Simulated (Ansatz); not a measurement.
# CH4FN3Si: up Jacob's ladder to CCSD(T)

An exercise on one series of results from a longer session: the logs are not shown, and one member is left open.

The runs use Ansatz 0.2.0, Gaussian basis; functionals in def2-TZVPP, the program's frozen cores in correlated methods.

Plan: LDA (SPW92), PBE-D4, revPBE-D4, BLYP-D4, r2SCAN-D4, B97M-V, PBE0-D4, B3LYP-D4, r2SCANh-D4, r2SCAN0-D4, HSE06-D4, BHLYP-D4, CAM-B3LYP-D4, LC-ωPBE, ωB97X-V, ωB97M-V, B2PLYP, PBE-QIDH; CCSD(T)/def2-SVP; CCSD(T)/def2-TZVPP; MP2/def2-QZVPP; extrapolation to the limit; RPA on PBE.

### The relaxed structure

The geometry comes from an earlier relaxation with PBE0-D4 in a triple-zeta def2 set; it is a stationary point, not always the lowest conformer.

10 atoms, charge 0, spin multiplicity 1.

Atoms are counted from 1 here; the program's logs count them from 0.

Bond lengths: N1–C2 1.258 Å, N1–H7 1.015 Å, C2–N3 1.407 Å, C2–Si4 1.825 Å, N3–Si4 1.684 Å, N3–H8 1.011 Å, Si4–N5 1.679 Å, Si4–F6 1.587 Å, N5–H9 1.005 Å, N5–H10 1.005 Å. Angles: C2–N1–H7 110.9°, N1–C2–N3 129.6°, N1–C2–Si4 169.2°, N3–C2–Si4 61.2°, C2–N3–Si4 71.7°, C2–N3–H8 127.5°, Si4–N3–H8 160.7°, C2–Si4–N3 47.1°, C2–Si4–N5 130.8°, C2–Si4–F6 121.9°, N3–Si4–N5 121.7°, N3–Si4–F6 120.4°, N5–Si4–F6 104.5°, Si4–N5–H9 122.4°, Si4–N5–H10 122.7°, H9–N5–H10 113.7°.

The first run:

in.yaml reads:

```yaml
crystal:
  periodic: [false, false, false]
  atoms:
    - {symbol: N, position_ang: [0.704915, -1.997827, -1.332562]}
    - {symbol: C, position_ang: [0.203602, -1.092927, -0.616690]}
    - {symbol: N, position_ang: [-0.037608, -1.076197, 0.769812]}
    - {symbol: Si, position_ang: [-0.540711, 0.397203, 0.129248]}
    - {symbol: N, position_ang: [0.153086, 1.849684, 0.605285]}
    - {symbol: F, position_ang: [-2.087199, 0.723737, -0.015787]}
    - {symbol: H, position_ang: [0.752198, -1.707385, -2.304288]}
    - {symbol: H, position_ang: [0.133403, -1.819748, 1.433588]}
    - {symbol: H, position_ang: [-0.333658, 2.726820, 0.537746]}
    - {symbol: H, position_ang: [1.135070, 1.945540, 0.796449]}
basis:
  gaussian: {orbitals: def2-TZVPP}
hamiltonian: {xc: lda}
output: {orbitals: {seedname: orbitals}}
```

Steps of the session up to this table: LDA; PBE-D4 (GGA); revPBE-D4 (GGA); BLYP-D4 (GGA); r2SCAN-D4 (meta-GGA); B97M-V (meta-GGA); PBE0-D4 (hybrid); B3LYP-D4 (hybrid); r2SCANh-D4 (hybrid); r2SCAN0-D4 (hybrid); HSE06-D4 (hybrid); BHLYP-D4 (hybrid); CAM-B3LYP-D4 (range-separated); LC-ωPBE (range-separated); ωB97X-V (range-separated); ωB97M-V (range-separated); B2PLYP (double hybrid); PBE-QIDH (double hybrid).

One of the session's tables, all rows but one given; the rest of the session is left out.

It belongs to the step «Orbital energies across the functionals». 

```
  functional  HOMO (eV)  gap (eV)
 LDA (SPW92)      -5.58      4.73
      PBE-D4      -5.44      4.83
   revPBE-D4      -5.38      4.85
     BLYP-D4      -5.34      4.75
   r2SCAN-D4      -5.68      5.31
      B97M-V      -5.78      5.44
     PBE0-D4      -6.78      7.04
    B3LYP-D4      -6.57      6.50
  r2SCANh-D4      -6.18      6.18
  r2SCAN0-D4      -6.95      7.49
    HSE06-D4      -6.38      6.27
    BHLYP-D4      -8.08      9.03
CAM-B3LYP-D4      -8.16      9.26
     LC-ωPBE          ?         ?
     ωB97X-V      -9.13     11.35
     ωB97M-V      -9.02     10.83
```

Q: Estimate the row for LC-ωPBE from the others.

As computed: HOMO (eV): -9.45; gap (eV): 11.88. In the column «HOMO (eV)» it is the lowest.
